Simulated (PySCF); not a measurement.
# CsZn+: from the state search to spectroscopic constants

The task here is to estimate one member of a computed series from the others.

Method: Cs def2-SVP with ECP46, Zn def2-SVP, scalar-relativistic core potentials; program: PySCF 2.14.0.

Set-up of the first run:

A driver script around PySCF takes these settings:

```yaml
atoms: Cs, Zn
charge: 1
basis: Cs def2-SVP with ECP46, Zn def2-SVP
Hamiltonian: scalar-relativistic core potentials
basis_functions: 55
electrons_treated: 38
masses_in_u: 132.9054, 63.9291
levels: PBE0, PBE, r²SCAN, M06-2X, BLYP, PW91, LC-ωPBE, HF, MP2, SCS-MP2, CCSD, CCSD(T)
grid: 80 radial by 434 angular points
occupations: held fixed by the projection of orbital angular momentum
dissociation_limit: Cs+ + Zn, each in its ground configuration
starting_distance_in_angstrom: 3.495
values_of_2S_to_try: 0, 2
```

Among the steps run: The job; The PBE0 curve of the state that the search chose; Other states along the same grid; PBE; r²SCAN (meta-GGA); M06-2X (hybrid meta-GGA); BLYP (GGA); PW91; LC-ωPBE (range-separated hybrid); RHF; MP2 and coupled cluster.

One of the session's tables, all rows but one given; the rest of the session is left out.

```
      level  Re (Å)  ωe (cm⁻¹)  De (eV)
        RHF   4.306       36.0    0.104
    RHF-MP2   3.922       51.8    0.200
RHF-SCS-MP2   3.969       49.3    0.182
   RHF-CCSD   3.968       49.5    0.182
RHF-CCSD(T)   3.946       50.6    0.188
        PBE   3.849       53.2    0.210
       PW91   3.836       53.6    0.223
       BLYP   3.960       46.4    0.162
     r²SCAN   3.894       51.5    0.177
       PBE0       ?          ?        ?
     M06-2X   3.994       48.9    0.125
    LC-ωPBE   3.880       52.4    0.172
```

Q: Estimate the row for PBE0 from the others.

As computed: Re (Å): 3.898; ωe (cm⁻¹): 52.0; De (eV): 0.187. In the column «Re (Å)» it lies between r²SCAN (3.894) and RHF-MP2 (3.922).

De is counted to Cs+ + Zn in their ground configurations.

To keep in mind: The bond is weak, and basis-set superposition, which was not computed, may be a sizeable part of it.
